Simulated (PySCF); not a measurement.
**How the numerical set-up moves the result for CdN (quartet)**

The method stays; parts of the set-up, such as the basis or the Hamiltonian, are changed.

The runs use PySCF 2.14.0; method and basis as typed in the scripts.

5 further runs of the same task are left out: 1 for a known fault of the program, 4 that didn't finish.

## Step 1: The starting structure

CdN (quartet): 2 atoms, charge 0, spin multiplicity 4.

Bond lengths: Cd1–N2 1.952 Å.

## Step 2: The base run

input.py reads:

```python
from pyscf import gto, scf, mcscf, mrpt

mol = gto.M(
    atom='Cd 0 0 0; N 0 0 1.952',
    basis='crenbl',
    ecp={'Cd': 'crenbl', 'N': 'crenbl'},
    charge=0,
    spin=3,
    verbose=4,
)
mf = scf.ROHF(mol)
mf.kernel()
mc = mcscf.CASSCF(mf, 4, 3)
mc.kernel()
mc.analyze()
mrpt.NEVPT(mc).kernel()
mf.dip_moment()
print('orbital energies (hartree):', mf.mo_energy[..., max(0, mol.nelec[1]-3):mol.nelec[0]+3].round(4))
```

Run with:

```bash
$ OMP_NUM_THREADS=1 python input.py
```

The log of this run is left out.

Base result: E(SCF) = -175.488360 Eh, E(CAS) − E(SCF) = 0.00000 Eh, NEVPT2 = -0.30551 Eh, μ = 2.33 D (of the SCF density).

The bond length is a typed value, not an optimised one. The quartet is typed in the script; nothing here shows that it is the ground state.

## Step 3: Def2-svpd

Edit 1 changes basis set: crenbl → def2-svpd. The core potential changes with it: totals don't compare.

input.py reads:

```python
from pyscf import gto, scf, mcscf, mrpt

mol = gto.M(
    atom='Cd 0 0 0; N 0 0 1.952',
    basis='def2-svpd',
    ecp={'Cd': 'def2-svpd'},
    charge=0,
    spin=3,
    verbose=4,
)
mf = scf.ROHF(mol)
mf.kernel()
mc = mcscf.CASSCF(mf, 4, 3)
mc.kernel()
mc.analyze()
mrpt.NEVPT(mc).kernel()
mf.dip_moment()
print('orbital energies (hartree):', mf.mo_energy[..., max(0, mol.nelec[1]-3):mol.nelec[0]+3].round(4))
```

Run with:

```bash
$ OMP_NUM_THREADS=1 python input.py
```

## Step 4: Density fitting auto

Edit 2 changes density fitting: none → auto.

input.py: that of step 2 with these lines changed.

```diff
@@ -11,2 +11,3 @@
 mf = scf.ROHF(mol)
+mf = mf.density_fit()
 mf.kernel()
```

## Step 5: Cartesian functions on

Edit 3 changes Cartesian functions: off → on.

input.py: that of step 2 with these lines changed.

```diff
@@ -8,2 +8,3 @@
     spin=3,
+    cart=True,
     verbose=4,
```

Before running it: what results should come out? Wanted: for each run, E(SCF); from base; SCF dipole; after the SCF.

**Answer**, as computed:

```
                   run  E(SCF) (hartree)  from base (eV)  cycles  SCF dipole (D)  functions                                                                  after the SCF
                  base       -175.488360               0      16            2.33         56   NEVPT2 correlation -8.313 eV (from the SCF energy, the CASSCF gain included)
             def2-svpd       -221.118016  not comparable      15            2.10         54  NEVPT2 correlation -13.157 eV (from the SCF energy, the CASSCF gain included)
  density fitting auto       -175.498265         -0.2695      16            2.33         56   NEVPT2 correlation -8.299 eV (from the SCF energy, the CASSCF gain included)
Cartesian functions on       -175.492676         -0.1175      16            2.34         60   NEVPT2 correlation -8.429 eV (from the SCF energy, the CASSCF gain included)
```

**Reading.** Of the runs whose energies can be compared, “density fitting auto” moves the SCF energy most (-0.270 eV).
